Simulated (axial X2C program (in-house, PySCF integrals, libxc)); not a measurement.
**MnS⁺: from the state search to constants**

Aim: find the lowest determinant of MnS⁺, scan the bond at several levels and fit the constants, once spin-free and once with spin–orbit coupling.

Method: all-electron X2C, Mn dyall-cv3z, S dyall-av3z; program: an in-house X2C program for linear molecules on PySCF integrals.

All values are calculated.

### Step 1. Input

The input, task.json:

```json
{"zs": [25, 16], "q": 1, "bas": ["dyall-cv3z", "dyall-av3z"], "levels": ["PBE0", "HF", "LDA"], "cc": true, "r0": 1.99, "thr": -2.0, "nmax": 90, "npts": 10, "nst": 2, "ntry": 6}
```

Keys: zs atomic numbers; q charge; bas basis sets; levels methods (HF also brings MP2); cc coupled cluster on or off; r0 starting distance in Å; thr threshold in hartree for freezing inner shells (an s shell follows its p shell); nmax most natural virtual spinors; npts points asked for on the curve; nst determinants followed; ntry starts of the search.

Launch:

```sh
python so2c.py task.json out
```

Spin-free means the one-electron spin-free X2C Hamiltonian; two-component (2c) means X2C with spin–orbit coupling and atomic mean-field two-electron Coulomb and Gaunt terms. Basis: Mn dyall-cv3z contracted to [9s10p6d3f2g], S dyall-av3z contracted to [9s8p3d2f]; Gaussian nuclei, density fitting. Masses: Mn 54.938 u, S 31.972 u.

Notation: σ, π±, δ± give the projection m of an orbital's angular momentum (0, ±1, ±2), α and β its spin, Λ and M_S the sums; ω is the projection of a spinor's total angular momentum and Ω the sum. Logs are in hartree.

The results follow Hamiltonian by Hamiltonian and level by level.

### Step 2. Which state to follow

PBE0 moves the distance from 1.990 Å to 2.150 Å and compares determinants there.

Spin-free determinants:

| ΔE (eV) | state | open shells |
| --- | --- | --- |
| 0.00 | M_S = 2, Λ = 1 | beyond closed shells: σα, π+α, δ+α, δ-α |
| 0.34 | M_S = 3, Λ = 1 | beyond closed shells: σα, 2 × π+α, π+β, 2 × π-α, δ+α, δ-α |
| 1.39 | M_S = 2, Λ = 0 | beyond closed shells: π+α, π-α, δ+α, δ-α |
| 1.63 | M_S = 3, Λ = 0 | beyond closed shells: 2 × σα, π+α, π-α, δ+α, δ-α |
| 1.70 | M_S = 1, Λ = 1 | beyond closed shells: σα, π+β, δ+α, δ-α |
| 1.71 | M_S = 1, Λ = 0 | beyond closed shells: δ+α, δ-α |
| 2.03 | M_S = 2, Λ = 0 | beyond closed shells: 2 × σα, δ+α, δ-α |

Two-component determinants:

```csv
ΔE (eV),state,open shells
0.00,Ω = 1,"excess of +ω over −ω: ω = -3/2, ω = 5/2"
0.05,Ω = 3,"excess of +ω over −ω: ω = 1/2, ω = 5/2"
0.34,Ω = 4,"excess of +ω over −ω: ω = 3/2, ω = 5/2"
0.38,Ω = 2,"excess of +ω over −ω: ω = -1/2, ω = 5/2"
1.70,Ω = 2,"excess of +ω over −ω: 2 × ω = 1/2, ω = -3/2, ω = 5/2"
1.74,Ω = 0,"excess of +ω over −ω: ω = 1/2, 2 × ω = -3/2, ω = 5/2"
1.91,Ω = 0,"excess of +ω over −ω: 2 × ω = -1/2, ω = -3/2, ω = 5/2"
```

### Step 3. PBE0, spin-free

State followed: M_S = 2, Λ = 1 (beyond closed shells: σα, π+α, δ+α, δ-α). The scan is laid around 2.150 Å, a first estimate of the minimum, and this SCF restarts from the orbitals of the search.

Output at 2.150 Å:

```text
spin-free X2C-1e  PBE0
basis functions 170  fitting functions 915  grid points 5080
iter        total energy     max residual
   1      -1557.255710684     1.95e-05
   2      -1557.255710696     2.24e-05
   3      -1557.255710704     1.13e-05
   4      -1557.255710708     2.66e-06
   5      -1557.255710709     1.20e-06
converged
one-electron -2333.44816858  Coulomb 755.62424120  exact exchange -19.09300744  xc functional -58.79035001  nuclear repulsion 98.45157412
```

Along the bond, energies from the lowest point:

| R (Å) | E (eV) | μ (D) | HOMO (eV) | LUMO (eV) | iterations |
| --- | --- | --- | --- | --- | --- |
| 1.871 | 0.6967 | -4.09 | -13.08 | -10.69 | 12 |
| 1.956 | 0.2904 | -4.42 | -12.97 | -10.56 | 11 |
| 2.021 | 0.1142 | -4.64 | -12.87 | -10.44 | 11 |
| 2.086 | 0.0234 | -4.85 | -12.76 | -10.31 | 11 |
| 2.150 | 0.0000 | -5.05 | -12.64 | -10.18 | 5 |
| 2.225 | 0.0385 | -5.25 | -12.51 | -10.04 | 11 |
| 2.300 | 0.1297 | -5.42 | -12.38 | -9.90 | 11 |
| 2.397 | 0.2992 | -5.58 | -12.23 | -9.74 | 12 |
| 2.515 | 0.5509 | -5.67 | -12.08 | -9.65 | 12 |
| 2.688 | 0.9369 | -5.60 | -11.93 | -9.73 | 12 |

Dipoles are positive if S is the positive end and refer to the centre of mass.

Outer orbitals at the reference distance:

| symmetry | occupied | ε (eV) | atomic character |
| --- | --- | --- | --- |
| σβ | yes | -25.29 | 78% S s, 9% Mn p, 8% Mn d |
| σα | yes | -24.13 | 75% S s, 10% Mn d, 8% Mn p |
| π+α | yes | -17.74 | 95% Mn d, 3% S p |
| δ+α | yes | -17.67 | 100% Mn d |
| δ-α | yes | -17.66 | 100% Mn d |
| π-α | yes | -17.58 | 96% Mn d, 2% S p |
| σα | yes | -17.57 | 85% Mn d, 8% S p, 5% S s |
| σβ | yes | -14.93 | 74% S p, 11% Mn d, 7% Mn s |
| π-β | yes | -14.03 | 82% S p, 13% Mn d, 4% Mn p |
| π+β | yes | -14.03 | 82% S p, 13% Mn d, 4% Mn p |
| σα | yes | -14.00 | 61% S p, 28% Mn s, 6% Mn d |
| π+α | yes | -12.64 | 85% S p, 8% Mn p, 7% Mn d |
| π-α | no | -10.18 | 83% S p, 11% Mn p, 5% Mn d |
| σα | no | -9.18 | 36% Mn s, 36% Mn p, 19% S p |
| σβ | no | -8.63 | 47% Mn d, 38% Mn s, 8% S p |
| π+β | no | -8.16 | 85% Mn d, 9% S p, 2% Mn p |

PBE0 fields in the half plane through the axis: z from -2.4 to 4.5 Å across, distance from the axis 0.15 to 2.25 Å upwards; Mn lies at z = 0 and S at z = 2.150 Å; the ELF is damped to zero where the density is low.

log10 density (e/bohr³). Ten even steps from '0' (-5.33 ) to '9' (1.39 ):
```
000112222223333332221100
001122333333333333322210
011223344444444444433211
112234444444555555443321
122344555555555655544322
123345566665666666554332
123445678766666776654432
123456789876667986655432
```

ELF. Ten even steps from '0' (0.00 ) to '9' (0.90 ):
```
000000000000000000000000
000000011111122222100000
000000111223344554320000
000001111224567777642000
000001122124788999874100
000001245313898899986300
000001588832881118997310
000002778762863882997410
```

Re = 2.144 Å, ωe = 417 cm⁻¹, ωexe = 1.53 cm⁻¹, Be = 0.1815 cm⁻¹, De = 2.17 eV, μ = -5.03 D. ⟨S²⟩ = 6.86 against 6.00 for a pure state, so this determinant mixes spins.

### Step 4. HF, spin-free

The SCF at the reference distance of 2.150 Å:

```text
spin-free X2C-1e  HF
basis functions 170  fitting functions 915  grid points 5080
iter        total energy     max residual
   1      -1555.744383012     1.07e-01
   2      -1555.784768862     1.89e-02
   3      -1555.790388529     5.77e-03
   4      -1555.791420072     3.99e-03
   5      -1555.791942130     7.96e-04
   6      -1555.791995253     4.08e-04
   7      -1555.792007381     1.85e-04
   8      -1555.792011036     7.03e-05
   9      -1555.792011968     4.73e-05
  10      -1555.792012254     2.68e-05
  11      -1555.792012338     8.91e-06
  12      -1555.792012354     4.19e-06
  13      -1555.792012356     2.08e-06
  14      -1555.792012357     5.75e-07
converged
one-electron -2333.20049618  Coulomb 755.50839336  exact exchange -76.55148367  xc functional 0.00000000  nuclear repulsion 98.45157412
```

No constants are quoted: the solution changes its character somewhere along the scan, so the fit is set aside.

### Step 5. LDA, spin-free

Output at 2.150 Å:

```text
spin-free X2C-1e  LDA
basis functions 170  fitting functions 915  grid points 5080
iter        total energy     max residual
   1      -1553.803206020     1.09e-01
   2      -1553.788051435     4.60e-02
   3      -1552.761805441     2.75e-01
   4      -1553.819317036     1.23e-02
   5      -1553.816254832     2.17e-02
   6      -1553.824867695     4.24e-03
   7      -1553.825299960     1.05e-03
   8      -1553.825325819     2.89e-04
   9      -1553.825326089     2.88e-04
  10      -1553.825327141     9.59e-05
  11      -1553.825327261     1.16e-06
  12      -1553.825327261     2.90e-07
converged
one-electron -2333.29505501  Coulomb 755.33531637  exact exchange 0.00000000  xc functional -74.31716274  nuclear repulsion 98.45157412
```

Re = 2.005 Å, ωe = 488 cm⁻¹, ωexe = 2.05 cm⁻¹, Be = 0.2076 cm⁻¹, De = 3.76 eV, μ = -3.53 D.

### Step 6. MP2 and beyond, spin-free

Correlated methods: 12 electrons correlated (frozen shells, counted by type: Mn 3 s, 2 p; S 2 s, 1 p), 262 virtual spinors in MP2, 90 natural virtuals in coupled cluster.

Output of the correlated part at 2.150 Å:

```text
correlated 12  virtual 262  natural virtual 90  E(MP2) -0.262962105  MP2 remainder -0.012545286
iter   CCSD correlation   residual
   1     -0.268779838   1.01e-01
   2     -0.275406654   4.56e-02
   3     -0.277677770   2.43e-02
   4     -0.278357724   1.41e-02
   5     -0.278711313   6.81e-03
   6     -0.278791305   3.60e-03
   7     -0.278820705   1.94e-03
   8     -0.278828021   9.09e-04
   9     -0.278821912   4.38e-04
  10     -0.278825404   2.14e-04
  11     -0.278824608   9.80e-05
  12     -0.278826020   5.35e-05
  13     -0.278825969   3.04e-05
  14     -0.278826169   1.63e-05
  15     -0.278826258   7.84e-06
  16     -0.278826303   3.89e-06
  17     -0.278826323   1.67e-06
  18     -0.278826324   7.18e-07
(T) -0.011073922  T1 0.0340  D1 0.0619  max T2 0.053
```

T1 in the output is the amplitude norm over the root of the electron number; divide by √2 for the Lee–Taylor value.

MP2: No constants are quoted: the reference changes its character somewhere along the scan, so the fit is set aside.

CCSD: No constants are quoted: the reference changes its character somewhere along the scan, so the fit is set aside.

CCSD(T): No constants are quoted: the reference changes its character somewhere along the scan, so the fit is set aside.

### Step 7. A higher determinant, spin-free

State: M_S = 3, Λ = 1 (beyond closed shells: σα, 2 × π+α, π+β, 2 × π-α, δ+α, δ-α).

Output at the reference distance:

```text
spin-free X2C-1e  PBE0
basis functions 170  fitting functions 915  grid points 5080
iter        total energy     max residual
   1      -1557.243344848     8.36e-06
   2      -1557.243344852     9.05e-06
   3      -1557.243344853     5.41e-06
converged
one-electron -2333.64963727  Coulomb 755.86413042  exact exchange -19.10190600  xc functional -58.80750613  nuclear repulsion 98.45157412
```

| R (Å) | E above the lowest PBE0 point (eV) |
| --- | --- |
| 1.871 | 1.668 |
| 1.956 | 0.986 |
| 2.021 | 0.657 |
| 2.086 | 0.449 |
| 2.150 | 0.336 |
| 2.225 | 0.299 |
| 2.300 | 0.336 |
| 2.397 | 0.463 |
| 2.515 | 0.694 |

Re = 2.222 Å, ωe = 426 cm⁻¹, ωexe = 1.53 cm⁻¹, Be = 0.169 cm⁻¹, μ = -5.34 D. Te = 0.30 eV.

### Step 8. The spin-free curves together

Energy (eV) of the followed determinant, spin-free, from each level's lowest point:

| R (Å) | PBE0 | HF (jumps) | MP2 (its reference jumps) | CCSD (its reference jumps) | CCSD(T) (its reference jumps) | LDA |
| --- | --- | --- | --- | --- | --- | --- |
| 1.871 | 0.697 | 1.828 | 1.173 | n/a | n/a | 0.200 |
| 1.956 | 0.290 | 1.035 | 0.593 | 0.543 | 0.507 | 0.020 |
| 2.021 | 0.114 | 0.625 | 0.309 | 0.280 | 0.257 | 0.000 |
| 2.086 | 0.023 | 0.340 | 0.128 | 0.114 | 0.101 | 0.048 |
| 2.150 | 0.000 | 0.156 | 0.030 | 0.026 | 0.019 | 0.145 |
| 2.225 | 0.039 | 0.039 | 0.000 | 0.000 | 0.000 | 0.301 |
| 2.300 | 0.130 | 0.000 | 0.045 | 0.039 | 0.044 | 0.488 |
| 2.397 | 0.299 | 0.021 | 0.195 | 0.159 | 0.172 | 0.756 |
| 2.515 | 0.551 | 0.089 | 0.476 | n/a | n/a | 1.103 |
| 2.688 | 0.937 | 0.184 | 0.853 | n/a | n/a | 1.607 |

### Step 9. PBE0, 2c

State followed: Ω = 1 (excess of +ω over −ω: ω = -3/2, ω = 5/2). The scan is laid around 2.150 Å, a first estimate of the minimum, and this SCF restarts from the orbitals of the search.

The SCF at the reference distance of 2.150 Å:

```text
two-component X2C + atomic mean field  PBE0
basis functions 170  fitting functions 915  grid points 5080
iter        total energy     max residual
   1      -1556.904915303     6.64e-06
   2      -1556.904915305     8.55e-06
converged
one-electron -2332.57523712  Coulomb 755.44491016  exact exchange -19.08823035  xc functional -58.77572348  nuclear repulsion 98.45157412  atomic mean-field constant -0.36220864
```

Along the bond, energies from the lowest point:

| R (Å) | E (eV) | μ (D) | HOMO (eV) | LUMO (eV) | iterations |
| --- | --- | --- | --- | --- | --- |
| 1.871 | 0.6962 | -4.09 | -13.11 | -10.66 | 12 |
| 1.956 | 0.2901 | -4.41 | -12.99 | -10.53 | 11 |
| 2.021 | 0.1140 | -4.63 | -12.89 | -10.41 | 11 |
| 2.086 | 0.0233 | -4.85 | -12.78 | -10.28 | 11 |
| 2.150 | 0.0000 | -5.04 | -12.67 | -10.16 | 2 |
| 2.225 | 0.0386 | -5.24 | -12.54 | -10.01 | 11 |
| 2.300 | 0.1298 | -5.41 | -12.41 | -9.87 | 11 |
| 2.397 | 0.2995 | -5.57 | -12.26 | -9.71 | 12 |
| 2.515 | 0.5511 | -5.67 | -12.11 | -9.65 | 12 |
| 2.688 | 0.9371 | -5.59 | -11.96 | -9.72 | 12 |

Dipoles are positive if S is the positive end and refer to the centre of mass.

Outer spinors at the reference distance:

| ω | occupied | ε (eV) | atomic character | λ mixture |
| --- | --- | --- | --- | --- |
| -1/2 | yes | -25.29 | 78% S s, 9% Mn p, 8% Mn d | 100% σ |
| 1/2 | yes | -24.13 | 75% S s, 10% Mn d, 8% Mn p | 100% σ |
| -1/2 | yes | -17.76 | 95% Mn d, 3% S p | 100% π |
| -3/2 | yes | -17.71 | 100% Mn d | 100% δ |
| 5/2 | yes | -17.62 | 100% Mn d | 100% δ |
| 1/2 | yes | -17.57 | 85% Mn d, 8% S p, 5% S s | 100% σ |
| 3/2 | yes | -17.56 | 96% Mn d, 2% S p | 100% π |
| -1/2 | yes | -14.93 | 74% S p, 11% Mn d, 7% Mn s | 100% σ |
| 1/2 | yes | -14.06 | 78% S p, 12% Mn d, 5% Mn s | 81% π, 19% σ |
| -3/2 | yes | -13.99 | 82% S p, 13% Mn d, 4% Mn p | 100% π |
| 1/2 | yes | -13.98 | 65% S p, 23% Mn s, 7% Mn d | 81% σ, 19% π |
| -1/2 | yes | -12.67 | 85% S p, 8% Mn p, 6% Mn d | 100% π |
| 3/2 | no | -10.16 | 83% S p, 11% Mn p, 5% Mn d | 100% π |
| 1/2 | no | -9.17 | 36% Mn s, 36% Mn p, 19% S p | 100% σ |
| -1/2 | no | -8.63 | 47% Mn d, 38% Mn s, 8% S p | 100% σ |
| 1/2 | no | -8.17 | 85% Mn d, 9% S p, 2% Mn p | 100% π |

PBE0 fields in the half plane through the axis: z from -2.4 to 4.5 Å across, distance from the axis 0.15 to 2.25 Å upwards; Mn lies at z = 0 and S at z = 2.150 Å; the ELF is damped to zero where the density is low.

log10 density (e/bohr³). Ten even steps from ' ' (-5.33 ) to '@' (1.39 ):
```
      ....::::::::::::------------::::::....    
    ....::::--------------------------::::::..  
  ....::::----========================----::....
....::::--==============++++++++++++====----::..
..::::--====++++++++++++++++++**++++++====--::::
..::----==++++********++************++++==----::
..::--====++**##%%##**********####****++====--::
..::--==++**##%%@@%%##******##@@%%****++++==--::
```

ELF. Ten even steps from '0' (0.00 ) to '9' (0.90 ):
```
000000000000000000000000
000000011111122222100000
000000111223344554320000
000001111224567777642000
000001122124788999874100
000001245313898899986300
000001588832881118997310
000002778762863882997410
```

Re = 2.144 Å, ωe = 417 cm⁻¹, ωexe = 1.53 cm⁻¹, Be = 0.1815 cm⁻¹, De = 2.20 eV, μ = -5.02 D.

### Step 10. HF, 2c

Output at 2.150 Å:

```text
two-component X2C + atomic mean field  HF
basis functions 170  fitting functions 915  grid points 5080
iter        total energy     max residual
   1      -1555.393882872     1.07e-01
   2      -1555.434301875     1.89e-02
   3      -1555.439935716     5.78e-03
   4      -1555.440971595     4.00e-03
   5      -1555.441496167     7.95e-04
   6      -1555.441549480     4.07e-04
   7      -1555.441561705     1.85e-04
   8      -1555.441565438     7.07e-05
   9      -1555.441566414     4.82e-05
  10      -1555.441566719     2.69e-05
  11      -1555.441566807     8.64e-06
  12      -1555.441566823     4.07e-06
  13      -1555.441566826     2.07e-06
  14      -1555.441566826     8.31e-07
converged
one-electron -2332.32426313  Coulomb 755.32575015  exact exchange -76.53241933  xc functional 0.00000000  nuclear repulsion 98.45157412  atomic mean-field constant -0.36220864
```

No constants are quoted: the solution changes its character somewhere along the scan, so the fit is set aside.

### Step 11. LDA, 2c

Output at 2.150 Å:

```text
two-component X2C + atomic mean field  LDA
basis functions 170  fitting functions 915  grid points 5080
iter        total energy     max residual
   1      -1553.452786537     1.09e-01
   2      -1553.437462087     4.62e-02
   3      -1552.410058518     2.75e-01
   4      -1553.468886944     1.24e-02
   5      -1553.465803026     2.18e-02
   6      -1553.474456063     4.20e-03
   7      -1553.474879189     1.06e-03
   8      -1553.474905359     3.00e-04
   9      -1553.474905677     2.85e-04
  10      -1553.474906714     9.56e-05
  11      -1553.474906833     1.20e-06
  12      -1553.474906833     2.46e-07
converged
one-electron -2332.42349230  Coulomb 755.15743245  exact exchange 0.00000000  xc functional -74.29821247  nuclear repulsion 98.45157412  atomic mean-field constant -0.36220864
```

Re = 2.005 Å, ωe = 488 cm⁻¹, ωexe = 2.04 cm⁻¹, Be = 0.2075 cm⁻¹, De = 3.78 eV, μ = -3.52 D.

### Step 12. Correlated methods, 2c

Correlated methods: 12 electrons correlated (frozen shells, counted by type: Mn 3 s, 2 p; S 2 s, 1 p), 262 virtual spinors in MP2, 90 natural virtuals in coupled cluster.

Output of the correlated part at 2.150 Å:

```text
correlated 12  virtual 262  natural virtual 90  E(MP2) -0.262959426  MP2 remainder -0.012544477
iter   CCSD correlation   residual
   1     -0.268775395   1.01e-01
   2     -0.275399521   4.56e-02
   3     -0.277673342   2.43e-02
   4     -0.278354902   1.41e-02
   5     -0.278709720   6.82e-03
   6     -0.278790058   3.60e-03
   7     -0.278819468   1.94e-03
   8     -0.278826663   9.04e-04
   9     -0.278820536   4.35e-04
  10     -0.278823996   2.12e-04
  11     -0.278823206   9.63e-05
  12     -0.278824600   5.24e-05
  13     -0.278824552   2.98e-05
  14     -0.278824747   1.61e-05
  15     -0.278824834   7.74e-06
  16     -0.278824876   3.85e-06
  17     -0.278824895   1.66e-06
(T) -0.011074098  T1 0.0340  D1 0.0620  max T2 0.053
```

MP2: No constants are quoted: the reference changes its character somewhere along the scan, so the fit is set aside.

CCSD: No constants are quoted: the reference changes its character somewhere along the scan, so the fit is set aside.

CCSD(T): No constants are quoted: the reference changes its character somewhere along the scan, so the fit is set aside.

### Step 13. A higher determinant, 2c

State: Ω = 3 (excess of +ω over −ω: ω = 1/2, ω = 5/2).

Output at the reference distance:

```text
two-component X2C + atomic mean field  PBE0
basis functions 170  fitting functions 915  grid points 5080
iter        total energy     max residual
   1      -1556.903008999     5.55e-06
   2      -1556.903008999     4.26e-06
converged
one-electron -2332.56272031  Coulomb 755.43399312  exact exchange -19.08819052  xc functional -58.77545678  nuclear repulsion 98.45157412  atomic mean-field constant -0.36220864
```

| R (Å) | E above the lowest PBE0 point (eV) |
| --- | --- |
| 1.871 | 0.752 |
| 1.956 | 0.345 |
| 2.021 | 0.168 |
| 2.086 | 0.076 |
| 2.150 | 0.052 |
| 2.225 | 0.090 |
| 2.300 | 0.180 |
| 2.397 | 0.349 |
| 2.515 | 0.600 |

Re = 2.144 Å, ωe = 417 cm⁻¹, ωexe = 1.53 cm⁻¹, Be = 0.1814 cm⁻¹, μ = -5.03 D. Te = 0.05 eV.

### Step 14. The 2c curves together

Energy (eV) of the followed determinant, 2c, from each level's lowest point:

| R (Å) | PBE0 | HF (jumps) | MP2 (its reference jumps) | CCSD (its reference jumps) | CCSD(T) (its reference jumps) | LDA |
| --- | --- | --- | --- | --- | --- | --- |
| 1.871 | 0.696 | 1.828 | 1.172 | n/a | n/a | 0.201 |
| 1.956 | 0.290 | 1.035 | 0.593 | 0.543 | 0.507 | 0.020 |
| 2.021 | 0.114 | 0.625 | 0.309 | 0.280 | 0.257 | 0.000 |
| 2.086 | 0.023 | 0.340 | 0.128 | 0.114 | 0.101 | 0.048 |
| 2.150 | 0.000 | 0.156 | 0.030 | 0.026 | 0.019 | 0.145 |
| 2.225 | 0.039 | 0.039 | 0.000 | 0.000 | 0.000 | 0.300 |
| 2.300 | 0.130 | 0.000 | 0.045 | 0.039 | 0.044 | 0.487 |
| 2.397 | 0.299 | 0.021 | 0.195 | 0.159 | 0.172 | 0.755 |
| 2.515 | 0.551 | 0.088 | 0.476 | n/a | n/a | 1.102 |
| 2.688 | 0.937 | 0.182 | 0.853 | n/a | n/a | 1.607 |

Time for the job: 2.3 min (1 thread, shared host).

### Step 15. What came out

Lowest determinant that the search found at its distance, spin-free: M_S = 2, Λ = 1 (beyond closed shells: σα, π+α, δ+α, δ-α).

Lowest determinant that the search found at its distance, 2c: Ω = 1 (excess of +ω over −ω: ω = -3/2, ω = 5/2).

```json
{"Hamiltonian": "spin-free", "level": "PBE0", "Re (Å)": "2.144", "ωe (cm⁻¹)": "417", "De (eV)": "2.17", "μ (D)": "-5.03"}
{"Hamiltonian": "spin-free", "level": "LDA", "Re (Å)": "2.005", "ωe (cm⁻¹)": "488", "De (eV)": "3.76", "μ (D)": "-3.53"}
{"Hamiltonian": "2c", "level": "PBE0", "Re (Å)": "2.144", "ωe (cm⁻¹)": "417", "De (eV)": "2.20", "μ (D)": "-5.02"}
{"Hamiltonian": "2c", "level": "LDA", "Re (Å)": "2.005", "ωe (cm⁻¹)": "488", "De (eV)": "3.78", "μ (D)": "-3.52"}
```

Dipoles are positive if S is the positive end and refer to the centre of mass. No constants: spin-free HF (the solution changes its character somewhere along the scan, so the fit is set aside); spin-free MP2 (the reference changes its character somewhere along the scan, so the fit is set aside); spin-free CCSD (the reference changes its character somewhere along the scan, so the fit is set aside); spin-free CCSD(T) (the reference changes its character somewhere along the scan, so the fit is set aside); 2c HF (the solution changes its character somewhere along the scan, so the fit is set aside); 2c MP2 (the reference changes its character somewhere along the scan, so the fit is set aside); 2c CCSD (the reference changes its character somewhere along the scan, so the fit is set aside); 2c CCSD(T) (the reference changes its character somewhere along the scan, so the fit is set aside). Spin-free ⟨S²⟩ is off its pure value at PBE0 6.86.

Time per point (s) on 1 thread, shared host (2c runs); the times are rough: PBE0 0.39, LDA 0.23.

In words: At PBE0, going from spin-free to two-component changes Re by 0 mÅ, ωe by 0.0 %; the spin-free picture holds up (part of it comes from the scalar share of the two-electron terms). De moves by +0.03 eV; both De rest on single-determinant atoms, which can miss part of an open shell's spin–orbit lowering.

De refers to Mn+ + S, each in the lowest determinant found, which need not be this curve's own limit. Each curve is one determinant whose occupation by symmetry is held fixed; it was picked as the lowest of a PBE0 search that is not exhaustive. Dissociation energies refer to the lowest single-determinant-based atoms at the same level and basis. Density functionals use the spin component along the axis (collinear). With several unpaired electrons one determinant need not be a pure state. The spin-free determinant is spin-contaminated at some levels.
